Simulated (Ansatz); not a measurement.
Working through a ladder of basis sets of GeH₄NO, SMILES [NH2][GeH2][O]

Computed with Ansatz's Python interface.

Typed at the interpreter:
```pycon
>>> import ansatz as az
>>> geh4no = (
...     az.Crystal.molecule()
...     .atom("N", [-1.0998, 0.0644, -0.4104])
...     .atom("Ge", [0.5008, -0.1262, 0.4074])
...     .atom("O", [0.7531, -1.8642, 0.6848])
...     .atom("H", [-1.0131, -0.3547, -1.3541])
...     .atom("H", [-1.2447, 1.1243, -0.6307])
...     .atom("H", [0.5135, 0.6502, 1.7591])
...     .atom("H", [1.6514, 0.4382, -0.5018])
... )
>>> job = (
...     geh4no.calculation()
...     .functional("pbe0", dispersion="d4")
...     .spin("collinear", total=1)
... )
>>> energies = {}
>>> for basis in ["cc-pVDZ", "cc-pVTZ"]:
...     data = job.basis(gaussian=basis).run(threads=1, backend="cpu").report
...     size = data["n_frozen"] + data["n_occupied"][0] + data["n_virtual"][0]
...     energies[basis] = (data["reference_energy_ev"] / 27.211386246, data["free_energy_ev"] / 27.211386246)
...     print(f"{basis:14s} {size:4d} orbitals  reference {energies[basis][0]:14.6f} Ha  total {energies[basis][1]:14.6f} Ha")
...
cc-pVDZ          75 orbitals  reference   -2208.879931 Ha  total   -2208.883074 Ha
cc-pVTZ         159 orbitals  reference   -2209.002418 Ha  total   -2209.005562 Ha
>>> last = energies["cc-pVTZ"][1]
>>> for basis, (_, total) in energies.items():
...     print(f"{basis:14s} lies {27.211386 * (total - last):9.4f} eV above cc-pVTZ")
...
cc-pVDZ        lies    3.3331 eV above cc-pVTZ
cc-pVTZ        lies    0.0000 eV above cc-pVTZ
```

Against cc-pVDZ: cc-pVTZ -122.5 mHa. The last step alone is -122.49 mHa. From the first set to the last the time grows from 9.6 to 25.9 s.

Notes:
- The drop along the ladder measures the basis error, and is no property of the molecule.
- The geometry is a force-field or estimated start, not a minimum of this method, and the last set is no limit. Much of the fall in a total is atomic energy, which cancels in bond and reaction energies.
- The species is open-shell (spin multiplicity 2).
- Total less reference energy is the dispersion correction.
- Wall time of the script: 36 s on 1 thread of Arm Neoverse V1, with other jobs on the host, peak memory 0.65 GiB.

(Lines on the test bed's own set-up are left out of the output.)
